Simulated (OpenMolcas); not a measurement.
**Ag⁴⁺ among point charges: CASSCF and CASPT2 levels and susceptibility**

How does a field of 4 point charges split the states of Ag⁴⁺, and what χT follows?

The numbers are computed with OpenMolcas 26.06 (state-averaged CASSCF and CASPT2, spin-orbit coupling by RASSI with atomic mean-field integrals), except any that are marked as measured or tabulated.

## (1) What is computed

| Quantity | Value |
| --- | --- |
| Species | Ag⁴⁺ (silver, Z = 47, 43 electrons) |
| Basis | ANO-RCC-VTZP [7s6p4d2f1g], 68 functions |
| Scalar Hamiltonian | DKH2, point nucleus |
| Inactive shells | 1s 2s 2p 3s 3p 3d 4s 4p |
| Active space | 7 electrons in 5 orbitals (4d) |
| Some configurations of this space | 4d⁷ |
| Orbitals | optimised for each spin and parity, averaged over all roots |

The outer shells:

4d7
```
4d [↑↓][↑↓][↑ ][↑ ][↑ ]
```

The ion sits among 4 point charges of -1.2 e arranged as a tetrahedron (Td), 2 Å from the ion.

The work runs as a chain of OpenMolcas steps in one folder; each step below is one input file. Labels, J, g values, rates, χT and fits are worked out afterwards by a script from the matrices that RASSI stores.

## (2) GATEWAY and SEWARD: basis and integrals

Input file a.inp:

```
&GATEWAY
Coord
1

Ag 0.0 0.0 0.0
Basis=ANO-RCC-VTZP
Group=NoSym
NoMove
AngMom=0.0 0.0 0.0
AMFI
XField
4 Angstrom 0
1.154701 1.154701 1.154701 -1.200000
1.154701 -1.154701 -1.154701 -1.200000
-1.154701 1.154701 -1.154701 -1.200000
-1.154701 -1.154701 1.154701 -1.200000
&SEWARD
```

On the command line:

```console
$ OMP_NUM_THREADS=1 MOLCAS_MEM=1689 MOLCAS_PROJECT=a pymolcas a.inp > a.log
```

## (3) Reference wave functions, quartets, 10 roots

Input file a.inp:

```
&RASSCF
FileOrb=start.orb
Symmetry=1
Spin=4
nActEl=7 0 0
Inactive=18
Ras2=5
CIRoot=10 10 1
SDav=10
CIMx=300
Iter=120 100
PrWF=0.3
OrbListing=Nothing
MaxOrb=0
>>> COPY $Project.JobIph JOB001
```

start.orb holds the contracted functions of the basis, ordered by shell, or the orbitals of the step before.

## (4) Reference wave functions, doublets, 40 roots

Input file a.inp:

```
&RASSCF
FileOrb=start.orb
Symmetry=1
Spin=2
nActEl=7 0 0
Inactive=18
Ras2=5
CIRoot=40 40 1
SDav=40
CIMx=300
Iter=120 100
PrWF=0.3
OrbListing=Nothing
MaxOrb=0
>>> COPY $Project.JobIph JOB002
```

## (5) State interaction with spin-orbit coupling

Input file a.inp:

```
&RASSI
NrOfJobIphs=2 10 40
1 2 3 4 5 6 7 8 9 10
1 2 3 4 5 6 7 8 9 10 11 12 13 14 15 16 17 18 19 20 21 22 23 24 25 26 27
28 29 30 31 32 33 34 35 36 37 38 39 40
IphNames
JOB001
JOB002
EJob
SpinOrbit
DIPRint=1.0
SOCoupling=1000.0
Subsets=2
Property=9
'ANGMOM' 1 'ANGMOM' 2 'ANGMOM' 3 'MLTPL  1' 1 'MLTPL  1' 2 'MLTPL  1' 3
'AMFI' 1 'AMFI' 2 'AMFI' 3
SOProperty=3
'ANGMOM' 1 'ANGMOM' 2 'ANGMOM' 3
```

## (6) CASPT2: IPEA 0.25, imaginary shift 0.1 (closed shells correlated: 4s 4p)

Input file a.inp:

```
>>> COPY JOB001 $Project.JobIph
&CASPT2
Multistate=10 1 2 3 4 5 6 7 8 9 10
NoMult
Frozen=14
IPEA=0.25
Imaginary=0.1
MaxIter=60
WThr=0.0 0.3 0.05
PrWF=0.5
NoMix
>>> COPY JOB002 $Project.JobIph
&CASPT2
Multistate=40 1 2 3 4 5 6 7 8 9 10 11 12 13 14 15 16 17 18 19 20 21 22
23 24 25 26 27 28 29 30 31 32 33 34 35 36 37 38 39 40
NoMult
Frozen=14
IPEA=0.25
Imaginary=0.1
MaxIter=60
WThr=0.0 0.3 0.05
PrWF=0.5
NoMix
```

(Steps that only read results are left out.)

**Question.** What will these runs give? Wanted: spin-free ground state; first state of the same spin within the active space; lowest level; next level.

As calculated:

| quantity | value |
| --- | --- |
| method | SS-CASPT2, IPEA 0.25, imaginary shift 0.1 (closed shells correlated: 4s 4p) |
| spin-free ground state | 4A2, 1-fold in its orbital part |
| first state of the same spin within the active space | 4T2 at 693 cm⁻¹ |
| lowest level | 4-fold Γ8 |
| next level | 709.7 cm⁻¹ |
| χT at 300 K | 4.83 cm³ K/mol |
| effective moment at 300 K | 6.22 μB |

Cost by method:

| method | time of its own steps | time with the reference |
| --- | --- | --- |
| A. CASSCF | 9.6 s | 9.6 s |
| B. SS-CASPT2, IPEA 0.25, imaginary shift 0.1, +4s 4p | 11 s | 21 s |

Times are of one thread on a shared host.

**Reading.** The spin-free ground state (4A2) comes to 100 % from free-ion F terms and keeps the highest spin of the shell. χT at 300 K is 4.83, against 1.88 cm³ K/mol for the spin alone, so orbital moment adds to it. CASPT2 does not keep the components of a term degenerate, and the means are used. The field of point charges can differ much from that of real complexes. This is an electrostatic model: the charges have no orbitals.
